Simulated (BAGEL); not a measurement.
**GeH3O2F (SMILES [OH][GeH]([OH])[F]): a chain of runs**

We compute a single-point energy (HF/6-31G*), then the energy (NEVPT2(2,2)/6-31G*), then the energy (CASPT2(2,2)/6-31G*) of GeH3O2F. 

The calculation is run with BAGEL 1.2.2.

2 further runs of the same task are left out: 2 set aside as unsound or not needed.

**1. The system as given**

GeH3O2F: 7 atoms, total charge 0, spin state singlet. As SMILES, `[OH][GeH]([OH])[F]`. The Ge2–O3 distance was set to 2.796 Å, away from the relaxed value. At this shape a bond of the SMILES string is far longer than usual.

Bond lengths: O1–Ge2 1.758 Å, Ge2–F4 1.736 Å, O1–H5 0.961 Å, Ge2–H6 1.522 Å, O3–H7 0.961 Å. Angles: O1–Ge2–F4 104.7°, O1–Ge2–H6 116.0°, F4–Ge2–H6 108.5°, Ge2–O1–H5 112.4°. A long bond or contact: Ge2–O3 2.796 Å.

**2. A single-point energy at HF/6-31G(d) (density fitting with svp-jkfit, spherical functions) (run 1)**

Contents of input.json:

```json
{ "bagel": [

{
  "title": "molecule",
  "basis": "6-31gs.json",
  "df_basis": "svp-jkfit",
  "angstrom": false,
  "geometry": [
    { "atom": "O", "xyz": [    -2.51019502,     2.86827733,    -1.48233708 ] },
    { "atom": "Ge", "xyz": [    -2.04645623,     0.66277797,     0.95862216 ] },
    { "atom": "O", "xyz": [     2.86898220,    -1.23966034,     0.58127976 ] },
    { "atom": "F", "xyz": [    -4.22493251,    -1.71393057,     0.35542158 ] },
    { "atom": "H", "xyz": [    -4.12836750,     2.68213931,    -2.28471479 ] },
    { "atom": "H", "xyz": [    -2.46956591,     1.63145159,     3.63277360 ] },
    { "atom": "H", "xyz": [     3.40982182,    -1.45263247,    -1.13969383 ] }
  ]
},

{ "title": "hf" },

{ "title": "print", "file": "orbitals.molden", "orbitals": true }

]}
```

The basis set 6-31G* is read from a file made from the Basis Set Exchange's data (not shown).

On the command line:

```sh
BAGEL_NUM_THREADS=1 BAGEL input.json > input.out
```

The log of the run:

```text
* using 1 threads per process

  ===============================================================
  ===============================================================

  *** Geometry ***

  { "atom" : "O", "xyz" : [     -2.510195,      2.868277,     -1.482337 ] },
  { "atom" : "Ge", "xyz" : [     -2.046456,      0.662778,      0.958622 ] },
  { "atom" : "O", "xyz" : [      2.868982,     -1.239660,      0.581280 ] },
  { "atom" : "F", "xyz" : [     -4.224933,     -1.713931,      0.355422 ] },
  { "atom" : "H", "xyz" : [     -4.128368,      2.682139,     -2.284715 ] },
  { "atom" : "H", "xyz" : [     -2.469566,      1.631452,      3.632774 ] },
  { "atom" : "H", "xyz" : [      3.409822,     -1.452632,     -1.139694 ] },

  Number of auxiliary basis functions:      551

  Since a DF basis is specified, we compute 2- and 3-index integrals:
    o Being stored without compression. Storage requirement is 0.028 GB

  Number of basis functions:       80
  Number of electrons      :       60

    * METHOD: MOLECULE                             0.34

  *** RHF ***

  === Nuclear Repulsion ===
   288.5268702810

      * DIIS with orbital gradients will be used.

  === RHF iteration (6-31gs.json) ===
      0      -2325.36303317          0.03056319           0.10
      1      -2325.32457101          0.03173587           0.10
      2      -2325.86590605          0.00566061           0.10
[... 16 lines of this table left out ...]
     19      -2325.88639456          0.00000001           0.10
    * SCF iteration converged.

    * Permanent dipole moment:
           (    1.531494,    -0.864173,     0.061640) a.u.

    * METHOD: HF                                   2.18

    * METHOD: PRINT                                0.02

  ===============================================================
```

It took 2.7 s on 1 thread of Arm Neoverse V1, shared host; peak memory 0.15 GiB.

**3. The energy at NEVPT2(2,2)/6-31G(d) (density fitting with svp-jkfit, spherical functions) (run 2)**

Contents of input.json:

```json
{ "bagel" : [

{
  "title" : "molecule",
  "basis" : "6-31gs.json",
  "df_basis" : "svp-jkfit",
  "geometry" : [
    { "atom" : "O", "xyz" : [    -2.51019502,     2.86827733,    -1.48233708 ] },
    { "atom" : "Ge", "xyz" : [    -2.04645623,     0.66277797,     0.95862216 ] },
    { "atom" : "O", "xyz" : [     2.86898220,    -1.23966034,     0.58127976 ] },
    { "atom" : "F", "xyz" : [    -4.22493251,    -1.71393057,     0.35542158 ] },
    { "atom" : "H", "xyz" : [    -4.12836750,     2.68213931,    -2.28471479 ] },
    { "atom" : "H", "xyz" : [    -2.46956591,     1.63145159,     3.63277360 ] },
    { "atom" : "H", "xyz" : [     3.40982182,    -1.45263247,    -1.13969383 ] }
  ]
},

{ "title" : "hf" },

{ "title" : "casscf", "nstate" : 1, "nact" : 2, "nclosed" : 29, "active" : [30, 31], "maxiter" : 200, "natocc" : true },

{ "title" : "nevpt2", "nstate" : 1, "nact" : 2, "nclosed" : 29, "active" : [30, 31], "maxiter" : 200, "natocc" : true, "ncore" : 12 },

{ "title" : "print", "file" : "orbitals.molden", "orbitals" : true }

]}
```

The basis set 6-31G* is read from a file made from the Basis Set Exchange's data (not shown).

On the command line:

```sh
BAGEL_NUM_THREADS=1 BAGEL input.json > input.out
```

The log of the run:

```text
* using 1 threads per process

  ===============================================================
  ===============================================================

  *** Geometry ***

[... 31 lines left out ...]
    * SCF iteration converged.
[... 1 line left out ...]
    * Permanent dipole moment:
[... 27 lines left out ...]
    * Second-order optimization converged. *
[... 9 lines left out ...]
     * ci vector, state   0, <S^2> = 0.0000
[... 3 lines left out ...]
    * METHOD: CASSCF                               8.44

    * freezing 12 orbitals

  === DF-NEVPT2 calculation ===

    * 3-index integral transformation done
    * assembly done

      NEVPT2 correlation energy:   -0.7419957996      0.19

          (+0)     -0.6485500431
          (+0)'    -0.0231242379
          (+1)     -0.0221550532
          (+1)'    -0.0000000000
          (+2)     -0.0006009453
          (-1)     -0.0458445991
          (-1)'     0.0000000000
          (-2)     -0.0017209209

      NEVPT2 total energy:       -2326.6975162875

    * METHOD: NEVPT2                               0.36

    * METHOD: PRINT                                0.02

  ===============================================================
```

Run time: 12 s. Hardware: 1 thread of Arm Neoverse V1, shared host; peak memory 0.15 GiB.

**4. A single-point energy at CASPT2(2,2)/6-31G(d) (density fitting with svp-jkfit, spherical functions) (run 3)**

Contents of input.json:

```json
{ "bagel" : [

{
  "title" : "molecule",
  "basis" : "6-31gs.json",
  "df_basis" : "svp-jkfit",
  "angstrom" : false,
  "geometry" : [
    { "atom" : "O", "xyz" : [ -2.51019502,  2.86827733, -1.48233708 ] },
    { "atom" : "Ge", "xyz" : [ -2.04645623,  0.66277797,  0.95862216 ] },
    { "atom" : "O", "xyz" : [  2.86898220, -1.23966034,  0.58127976 ] },
    { "atom" : "F", "xyz" : [ -4.22493251, -1.71393057,  0.35542158 ] },
    { "atom" : "H", "xyz" : [ -4.12836750,  2.68213931, -2.28471479 ] },
    { "atom" : "H", "xyz" : [ -2.46956591,  1.63145159,  3.63277360 ] },
    { "atom" : "H", "xyz" : [  3.40982182, -1.45263247, -1.13969383 ] }
  ]
},
{ "title" : "hf" },
{ "title" : "casscf", "nstate" : 1, "nact" : 2, "nclosed" : 29, "active" : [30, 31], "maxiter" : 200, "natocc" : true },
{ "title" : "print", "file" : "orbitals.molden", "orbitals" : true },
{ "title" : "smith", "method" : "caspt2", "ms" : true, "xms" : true, "sssr" : true, "shift" : 0.2, "shift_imag" : true, "ncore" : 12 }

]}
```

The basis set 6-31G* is read from a file made from the Basis Set Exchange's data (not shown).

On the command line:

```sh
BAGEL_NUM_THREADS=1 BAGEL input.json > input.out
```

The log of the run:

```text
* using 1 threads per process

  ===============================================================
  ===============================================================

  *** Geometry ***

[... 33 lines left out ...]
    * Permanent dipole moment:
[... 37 lines left out ...]
     * ci vector, state   0, <S^2> = 0.0000
[... 21 lines left out ...]
       #      aibj      arbs      arbi      airj      risj      airs      arst      rist         Etot      error   time
[... 8 lines left out ...]
      ------------------------------------------------------------------------------------------------------------------

    * CASPT2 energy : state  0    -2326.7037542581
        w/o shift correction      -2326.7013578290
        reference weight              0.8436108329

    * METHOD: SMITH                                0.77

  ===============================================================
```

Wall time 12 s (1 thread of Arm Neoverse V1, shared host); peak memory 0.22 GiB.

**5. Outcome**

| quantity | value |
| --- | --- |
| run 1, HF/6-31G*: total energy | -2325.88639 Eh |
| run 1, HF/6-31G*: dipole moment | 4.47 D |
| run 1, HF/6-31G*: HOMO energy | -10.01 eV |
| run 1, HF/6-31G*: LUMO energy | 0.06 eV |
| run 1, HF/6-31G*: HOMO–LUMO gap | 10.07 eV |
| run 2, NEVPT2(2,2)/6-31G*: total energy | -2326.69752 Eh |
| run 3, CASPT2(2,2)/6-31G*: total energy | -2326.70375 Eh |

**Reading.** One bond (run 1, HF/6-31G*) is far stretched, which a spin-restricted single reference describes badly; a broken-symmetry solution may lie lower.
